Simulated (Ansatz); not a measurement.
Write a Python script for Ansatz's Python interface that makes a charge-density difference against the sublattices of ZrCu, space group Pm-3m. Level of theory (first run): LDA, PAW, cutoff 460 eV, 9×9×9 k-points, cold smearing of 0.1 eV.

```
CELL_PARAMETERS angstrom
3.25266 0.00000 0.00000
0.00000 3.25266 0.00000
0.00000 0.00000 3.25266
ATOMIC_POSITIONS crystal
Zr 0.50000 0.50000 0.50000
Cu 0.00000 0.00000 0.00000
```

`drho.py`
```python
"""Density of ZrCu less that of its sublattices."""

import warnings

import ansatz as az
import numpy as np

vectors0 = np.array([
    [3.25266, 0.0, 0.0],
    [0.0, 3.25266, 0.0],
    [0.0, 0.0, 3.25266],
])
sites = [
    ("Zr", (0.5, 0.5, 0.5)),
    ("Cu", (0.0, 0.0, 0.0)),
]


def build(cell):
    crystal = az.Crystal(lattice=az.Lattice.of(cell))
    for symbol, position in sites:
        crystal = crystal.atom(symbol, position)
    return crystal


def main() -> None:
    warnings.simplefilter("ignore", az.DeckWarning)

    # same cell, cutoff and mesh for the crystal and its parts
    def solve(crystal):
        return (
            crystal.calculation()
            .functional(az.Functional.LDA)
            .occupations(az.OccupationsMethod.COLD, width=0.1)
            .basis(460, grid_basis="typed")
            .kpoints(9, 9, 9)
            .density()
            .run(threads=1)
        )


    whole = solve(build(vectors0))
    difference = whole.density().channels[0].density_e_per_ang3.copy()
    binding = whole.report["free_energy_ev"]
    for element in ["Zr", "Cu"]:
        part = az.Crystal(lattice=az.Lattice.of(vectors0))
        for symbol, position in sites:
            if symbol == element:
                part = part.atom(symbol, position)
        alone = solve(part)
        difference -= alone.density().channels[0].density_e_per_ang3
        binding -= alone.report["free_energy_ev"]
        print(f"{element} sublattice: {alone.report['n_electrons']:g} electrons, {alone.report['n_iterations']} iterations")

    voxel = abs(np.linalg.det(vectors0)) / difference.size
    print(f"energy of the crystal less its unpolarised sublattices: {binding / len(sites):.4f} eV/atom")
    print(f"net charge of the difference {difference.sum() * voxel:.5f} e, charge rearranged {0.5 * np.abs(difference).sum() * voxel:.3f} e")
    print(f"extremes {difference.min():.4f} and {difference.max():.4f} e/A^3")
    for (symbol, position) in sites:
        index = tuple(int(round(p * n)) % n for p, n in zip(position, difference.shape))
        print(f"  change of the pseudo-density at the grid point nearest {symbol}: {difference[index]:+.4f} e/A^3")
    profile = difference.mean(axis=(0, 1))
    print("planar mean along the third vector:", np.round(profile[:: max(len(profile) // 12, 1)], 4))


if __name__ == "__main__":
    main()
```

```console
$ python drho.py
Zr sublattice: 12 electrons, 6 iterations
Cu sublattice: 19 electrons, 7 iterations
energy of the crystal less its unpolarised sublattices: -2.2396 eV/atom
net charge of the difference -0.00000 e, charge rearranged 0.413 e
extremes -0.7172 and 0.0433 e/A^3
  change of the pseudo-density at the grid point nearest Zr: -0.0375 e/A^3
  change of the pseudo-density at the grid point nearest Cu: -0.7172 e/A^3
planar mean along the third vector: [-0.0173 -0.0098  0.0083  0.0143  0.0096 -0.0051 -0.0174 -0.0051  0.0096
  0.0143  0.0083 -0.0098]
```

What to keep in mind:
- For a metal this k-point mesh is coarse: on a finer one energies can move by several to tens of meV an atom and pressures by half a GPa or more, differences at one mesh by less.
- Densities and potentials on the grid are those of the valence electrons, and inside the cores they hang on the potentials used.
- This cell is a computed structure, which may not be the phase found in nature.
- Charge moved counts every rearrangement, bonding and polarisation too, and is no transfer between atoms; the bare sublattices are artificial references. Values near the nuclei depend on the potentials.
- Wall time of the script: 3.3 s on 1 thread of Arm Neoverse V2, on a shared host, peak memory 0.37 GiB.
